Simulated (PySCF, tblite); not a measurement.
**C5H11GeO radical: geometry, infrared bands and EPR parameters**

What infrared bands and EPR parameters should C5H11GeO radical (`[GeH3][O][C@H]1C[CH]CC1`) show?

Computed with tblite 0.8.0 and PySCF 2.14.0, with density-fitted response routines of our own, on a single molecule in the gas phase. Atoms are numbered from 0 throughout.

### Step 1. The starting structure

18 atoms, charge 0, multiplicity 2; geometry from: force field or distance geometry start.

Bonds of the start (Å): Ge0–O1 1.82, O1–C2 1.41, C2–C3 1.53, C3–C4 1.52, C4–C5 1.53, C5–C6 1.52, C6–C2 1.53, Ge0–H7 1.54, Ge0–H8 1.55, Ge0–H9 1.56, C2–H10 1.11, C3–H11 1.12, C3–H12 1.10, C4–H13 1.10, C5–H14 1.10, C5–H15 1.10, C6–H16 1.11, C6–H17 1.12.

### Step 2. Optimising the geometry with GFN2-xTB

The job: settings as JSON, then the geometry in Å.

```
{"job": {"kind": "relax", "xc": "GFN2-xTB", "basis": "xTB"}, "charge": 0, "multiplicity": 2}
Ge     2.776400     0.199500     0.326000
O      1.428600     0.569600    -0.842500
C      0.288700    -0.153800    -0.443900
C     -0.499200     0.584000     0.642300
C     -1.977700     0.361500     0.360600
C     -2.070100    -0.350300    -0.990200
C     -0.687800    -0.227900    -1.620300
H      3.057900    -1.317100     0.348700
H      4.054700     0.946600    -0.119200
H      2.372400     0.677700     1.753600
H      0.505200    -1.198300    -0.131600
H     -0.234800     0.176400     1.655900
H     -0.293600     1.668900     0.631300
H     -2.463700    -0.235600     1.148900
H     -2.316500    -1.413800    -0.827200
H     -2.844400     0.120700    -1.615600
H     -0.638900     0.705800    -2.218100
H     -0.466100    -1.107500    -2.270300
```

Launch:

```bash
> OMP_NUM_THREADS=1 python probes_run.py task.json out
```

The driver reads the jobs from task.json and runs them one after another.

The log of the run:

```text
step      E/eV     max force
  0    -604.96793    2.435
  1    -605.16386    1.554
  2    -605.31421    0.687
  3    -605.35648    0.622
  4    -605.39678    0.431
  5    -605.41469    0.388
  6    -605.43928    0.362
  7    -605.45797    0.342
  8    -605.47634    0.328
  9    -605.49259    0.316
 10    -605.50801    0.270
 11    -605.52010    0.232
 12    -605.52906    0.214
 13    -605.53626    0.194
 14    -605.54260    0.192
 15    -605.54700    0.115
 16    -605.54956    0.128
 17    -605.55153    0.123
 18    -605.55383    0.192
 19    -605.55693    0.183
 20    -605.56259    0.153
 21    -605.56492    0.136
 22    -605.56874    0.162
 23    -605.57225    0.174
 24    -605.57603    0.139
 25    -605.57887    0.114
 26    -605.58124    0.105
 27    -605.58335    0.110
 28    -605.58546    0.124
 29    -605.58747    0.094
 30    -605.58935    0.123
 31    -605.59128    0.109
 32    -605.59339    0.106
 33    -605.59528    0.098
 34    -605.59658    0.078
 35    -605.59738    0.078
 36    -605.59798    0.071
 37    -605.59859    0.059
 38    -605.59917    0.054
 39    -605.59966    0.052
 40    -605.60004    0.046
 41    -605.60034    0.042
 42    -605.60059    0.033
 43    -605.60082    0.034
 44    -605.60108    0.038
 45    -605.60141    0.049
 46    -605.60179    0.059
 47    -605.60218    0.052
 48    -605.60257    0.041
 49    -605.60295    0.043
 50    -605.60335    0.051
 51    -605.60379    0.051
 52    -605.60427    0.046
 53    -605.60481    0.049
 54    -605.60533    0.045
 55    -605.60576    0.042
 56    -605.60607    0.047
 57    -605.60632    0.062
 58    -605.60655    0.048
 59    -605.60676    0.040
 60    -605.60694    0.032
 61    -605.60704    0.024
 62    -605.60715    0.022
 63    -605.60722    0.021
 64    -605.60728    0.021
 65    -605.60733    0.019
 66    -605.60740    0.025
 67    -605.60749    0.028
 68    -605.60758    0.021
 69    -605.60766    0.020
 70    -605.60773    0.019
 71    -605.60782    0.031
 72    -605.60795    0.037
 73    -605.60809    0.028
 74    -605.60822    0.026
 75    -605.60834    0.025
 76    -605.60848    0.036
 77    -605.60869    0.041
 78    -605.60895    0.035
 79    -605.60924    0.042
 80    -605.60957    0.042
 81    -605.61000    0.065
 82    -605.61061    0.080
 83    -605.61145    0.076
 84    -605.61234    0.065
 85    -605.61305    0.053
 86    -605.61351    0.045
 87    -605.61375    0.051
 88    -605.61400    0.037
 89    -605.61418    0.025
 90    -605.61434    0.034
 91    -605.61445    0.030
 92    -605.61455    0.019
 93    -605.61462    0.017
 94    -605.61467    0.016
 95    -605.61473    0.020
 96    -605.61478    0.020
 97    -605.61483    0.017
 98    -605.61487    0.014
 99    -605.61491    0.013
100    -605.61494    0.015
101    -605.61496    0.013
102    -605.61497    0.009
```

Wall time 0.52 s (1 thread of Arm Neoverse V2, shared host).

Along the way: (not every step is listed)

```
step  energy from step 0 (eV)  largest force (eV/Å)
   0                   0.0000                2.4350
   1                  -0.1959                1.5542
   2                  -0.3463                0.6866
   3                  -0.3886                0.6216
   4                  -0.4289                0.4308
   5                  -0.4468                0.3878
   6                  -0.4714                0.3623
   7                  -0.4900                0.3424
   8                  -0.5084                0.3283
  16                  -0.5816                0.1277
  24                  -0.6081                0.1389
  32                  -0.6255                0.1061
  40                  -0.6321                0.0459
  48                  -0.6346                0.0410
  56                  -0.6381                0.0470
  64                  -0.6393                0.0211
  72                  -0.6400                0.0372
  80                  -0.6416                0.0418
  88                  -0.6461                0.0367
  96                  -0.6468                0.0199
  97                  -0.6469                0.0168
  98                  -0.6469                0.0137
  99                  -0.6470                0.0130
 100                  -0.6470                0.0152
 101                  -0.6470                0.0126
 102                  -0.6470                0.0094
```

Close pairs (by a distance rule), those that changed most:

```
  bond  before (Å)  after (Å)  change (Å)
Ge0–O1       1.822      1.740      -0.082
Ge0–H8       1.546      1.487      -0.059
Ge0–H9       1.559      1.505      -0.054
 C4–C5       1.530      1.481      -0.049
 C3–C4       1.521      1.475      -0.046
Ge0–H7       1.543      1.505      -0.038
C4–H13       1.102      1.073      -0.029
C6–H17       1.116      1.088      -0.028
```

The next job starts from the end point, and lists it.

### Step 3. Infrared spectrum with GFN2-xTB

The job: settings as JSON, then the geometry in Å.

```
{"job": {"kind": "ir", "xc": "GFN2-xTB", "basis": "xTB"}, "charge": 0, "multiplicity": 2}
Ge     2.861967     0.321773     0.369584
O      1.511980     0.156401    -0.715448
C      0.250053    -0.395748    -0.433420
C     -0.490053     0.281623     0.730545
C     -1.915687     0.132742     0.382716
C     -2.097753    -0.300475    -1.021694
C     -0.694261    -0.199352    -1.626051
H      3.316712    -1.026903     0.859052
H      3.843296     0.968373    -0.541392
H      2.509496     1.183185     1.552216
H      0.354034    -1.468320    -0.217917
H     -0.223057    -0.151165     1.702067
H     -0.184814     1.340944     0.759168
H     -2.723771     0.316765     1.063495
H     -2.464046    -1.336502    -1.070414
H     -2.829891     0.310204    -1.559815
H     -0.520805     0.799063    -2.029346
H     -0.512160    -0.926290    -2.414947
```

The log of the run:

```text
mode    cm-1     km/mol
  1      48.6      1.80
  2      88.4      0.21
  3     122.8      0.93
  4     156.8      1.17
  5     168.7      1.66
  6     278.0      6.10
  7     297.0     24.74
  8     426.1      9.78
  9     495.0     14.48
 10     573.0     99.50
 11     619.4    106.30
 12     632.8    132.30
 13     653.0     11.79
 14     760.5    269.02
 15     796.4    159.50
 16     821.0      7.19
 17     834.6    161.01
 18     889.6      4.10
 19     919.6      3.08
 20     972.8      0.74
 21     996.9      3.99
 22    1025.8      5.87
 23    1062.3      0.27
 24    1090.5     22.27
 25    1098.5     98.00
 26    1118.8      2.94
 27    1158.1     29.94
 28    1189.7      1.68
 29    1247.0      6.32
 30    1261.1      5.57
 31    1289.2      7.54
 32    1295.6      3.35
 33    1318.7     26.28
 34    1333.1     18.92
 35    1447.9      1.18
 36    1461.4      2.20
 37    1487.1      2.49
 38    1920.1    125.42
 39    1973.6    530.75
 40    2103.2    386.03
 41    2802.1     31.13
 42    2840.0     27.95
 43    2860.8     83.40
 44    2898.4     60.50
 45    2925.5     45.61
 46    2996.5     35.51
 47    3016.9     36.19
 48    3147.7     46.04
```

It took 0.48 s on 1 thread of Arm Neoverse V2, shared host.

The strongest bands and the atoms that carry them (share of the mass-weighted mode):

```
cm⁻¹  km/mol                               atoms
 619   106.3  H8 37 %, H9 18 %, O1 14 %, H7 11 %
 633   132.3                    O1 56 %, C2 12 %
 760   269.0           H8 41 %, H7 27 %, H9 27 %
 796   159.5           H8 59 %, H9 21 %, H7 18 %
 835   161.0                    H9 48 %, H7 47 %
1920   125.4                    H9 48 %, H7 47 %
1974   530.8                    H7 49 %, H9 49 %
2103   386.0                             H8 93 %
```

### Step 4. EPR parameters: B3LYP/def2-TZVP-core+pcH-1

The job, as its differences from that of step 3:

```diff
@@ -1,2 +1,2 @@
-{"job": {"kind": "ir", "xc": "GFN2-xTB", "basis": "xTB"}, "charge": 0, "multiplicity": 2}
+{"job": {"kind": "epr", "basis": "pcH-1"}, "charge": 0, "multiplicity": 2}
 Ge     2.861967     0.321773     0.369584
```

Level: UKS B3LYP, def2-TZVP-core on Ge, pcH-1 on C H O, non-relativistic, mean-field spin-orbit, GIAO.

The log of the run:

```text
UKS, coarse grid
  cycle   1  E = -2349.22139884  |g| = 1.43e+00
  cycle   2  E = -2348.82199762  |g| = 1.42e+00
  cycle   3  E = -2349.28297979  |g| = 6.06e-01
  cycle   4  E = -2349.39845138  |g| = 1.65e-01
  cycle   5  E = -2349.40463992  |g| = 4.47e-02
  cycle   6  E = -2349.40528398  |g| = 8.59e-03
  cycle   7  E = -2349.40531328  |g| = 2.53e-03
  cycle   8  E = -2349.40531567  |g| = 4.69e-04
UKS, final grid
  cycle   1  E = -2349.40526507  |g| = 4.34e-04
  cycle   2  E = -2349.40526503  |g| = 5.42e-04
  cycle   3  E = -2349.40526517  |g| = 6.13e-05
  cycle   4  E = -2349.40526517  |g| = 5.30e-05
  cycle   5  E = -2349.40526517  |g| = 1.79e-05
E = -2349.40526517 Eh   <S^2> = 0.7540 (exact 0.7500)
g shifts (ppm)      1          2          3
  rmc          -136       -136       -136
  gc              1         24         20
  oz_so         -16        581        790
  total        -151        469        674
hyperfine (MHz)  atom isotope    a_iso     a_fc   dipolar eigenvalues
    0  73Ge       0.03       0.03     -0.05      0.02      0.03
    1   17O       0.64       0.64     -0.44      0.06      0.39
    2   13C       3.59       3.59     -1.46     -0.60      2.06
    3   13C     -35.02     -35.03     -2.28      0.24      2.04
    4   13C      88.09      88.19    -80.73    -80.68    161.40
    5   13C     -34.06     -34.08     -2.28      0.63      1.65
    6   13C       2.07       2.07     -1.15     -0.75      1.90
    7    1H       0.27       0.27     -0.52     -0.50      1.02
    8    1H      -0.01      -0.01     -0.41     -0.39      0.80
    9    1H       0.11       0.11     -0.94     -0.78      1.72
   10    1H      -2.12      -2.12     -3.00     -2.33      5.33
   11    1H      74.91      74.91     -4.49     -3.94      8.43
   12    1H     152.71     152.71     -5.47     -3.37      8.84
   13    1H     -62.96     -62.97    -38.58     -0.10     38.69
   14    1H     139.62     139.62     -5.38     -3.60      8.98
   15    1H      87.25      87.25     -4.78     -3.79      8.58
   16    1H      -2.17      -2.17     -2.86     -2.31      5.18
   17    1H      -1.29      -1.29     -1.93     -1.56      3.48
```

It took 3.9 min on 1 thread of Arm Neoverse V2, shared host; peak memory 0.96 GiB.

Principal g values 2.00217, 2.00279, 2.00299; g(iso) = 2.00265, against 2.00232 for a free electron.

Hyperfine couplings; where a row names several nuclei, a(iso) is their mean (it holds for fast rotation or exchange) and the dipolar term the largest among them:

```
nuclei  isotope  a(iso) (MHz)  a(iso) (G, at g = 2.0023)  largest dipolar term (MHz)
   H12       1H         152.7                       54.5                         8.8
   H14       1H         139.6                       49.8                         9.0
    C4      13C          88.1                       31.4                       161.4
   H15       1H          87.2                       31.1                         8.6
   H11       1H          74.9                       26.7                         8.4
   H13       1H         -63.0                      -22.5                        38.7
    C3      13C         -35.0                      -12.5                        -2.3
    C5      13C         -34.1                      -12.2                        -2.3
    C2      13C           3.6                        1.3                         2.1
   H16       1H          -2.2                       -0.8                         5.2
   H10       1H          -2.1                       -0.8                         5.3
    C6      13C           2.1                        0.7                         1.9
   H17       1H          -1.3                       -0.5                         3.5
    O1      17O           0.6                        0.2                        -0.4
```

Mulliken spin populations:

Ge0 0.00; O1 0.00; C2 0.01; C3 -0.09; C4 1.02; C5 -0.09; C6 0.01; H7 0.00; H8 0.00; H9 0.00; H10 0.00; H11 0.03; H12 0.06; H13 -0.04; H14 0.06; H15 0.03; H16 0.00; H17 0.00

In first order the couplings over 0.8 MHz of 1H give 256 distinct lines over 186.6 G, if the averaged nuclei exchange fast.

Orbitals, density, ELF and potential are computed afterwards from the orbital file.

ELF in a plane through or near 7 of the atoms.

Values, 10 rows by 14 columns:
```
0.00 0.00 0.00 0.00 0.00 0.00 0.00 0.00 0.00 0.00 0.00 0.00 0.00 0.00
0.00 0.00 0.00 0.00 0.00 0.00 0.01 0.01 0.00 0.17 0.04 0.00 0.00 0.00
0.00 0.00 0.08 0.82 0.62 0.01 0.46 0.31 0.20 0.99 0.97 0.01 0.00 0.00
0.00 0.00 0.24 0.98 0.98 0.02 0.58 0.19 0.59 0.88 0.50 0.00 0.00 0.00
0.00 0.00 0.11 0.26 0.22 0.12 0.48 0.63 0.54 0.90 0.21 0.03 0.00 0.00
0.00 0.03 0.47 0.24 0.35 0.74 0.68 0.77 0.72 0.34 0.86 0.30 0.00 0.00
0.00 0.07 0.89 0.90 0.13 0.88 0.28 0.48 0.34 0.30 0.19 0.05 0.00 0.00
0.00 0.00 0.23 0.26 0.01 0.20 0.01 0.49 0.96 0.26 0.00 0.00 0.00 0.00
0.00 0.00 0.00 0.00 0.00 0.00 0.00 0.05 0.25 0.02 0.00 0.00 0.00 0.00
0.00 0.00 0.00 0.00 0.00 0.00 0.00 0.00 0.00 0.00 0.00 0.00 0.00 0.00
```
The map spans 12.7 Å across and 9.4 Å up, centred on the molecule. Atoms in the plane (x, y in Å): Ge0 (-2.9, -0.1), O1 (-1.4, -0.8), C3 (0.2, 1.1), C4 (1.7, 1.1), C5 (2.2, -0.3), C6 (1.0, -1.2), H13 (2.3, 2.0).

On the surface of density 0.002 e/bohr³ the electrostatic potential runs, from the 1st to the 99th percentile, from -1.29 V near O1 to 1.24 V near H9.

The spin density lies nearest to C4 59 %; H13 15 %; H12, H14 about 6 % each.

### Step 5. Outcome

| quantity | value |
| --- | --- |
| strongest single infrared mode (GFN2-xTB) | 1974 cm⁻¹, 531 km/mol |
| zero-point energy (GFN2-xTB) | 87.1 kcal/mol |
| g(iso) (B3LYP) | 2.00265 |
| ⟨S²⟩ | 0.754 (exact 0.75) |
| largest a(iso) (averaged by class) | 1H on H12, 152.7 MHz |
| surface potential, 1st and 99th percentile | -1.29 V and 1.24 V |

What this shows: Relaxing lowered the energy by 0.647 eV in 102 steps; the close pair that moved most is Ge0–O1, from 1.822 to 1.740 Å. No mode is imaginary among the 48: a minimum at this level. The strongest single mode, at 1974 cm⁻¹, moves mainly H7 and H9. Unscaled tight-binding wavenumbers are off by several per cent, some by more. Its intensities can rank the bands wrongly. C4 carries the largest spin population, 1.02 e. The isotropic g lies 0.3 ppt above the free-electron value. The hyperfine terms hold no scalar relativity, which the heavier nuclei need.
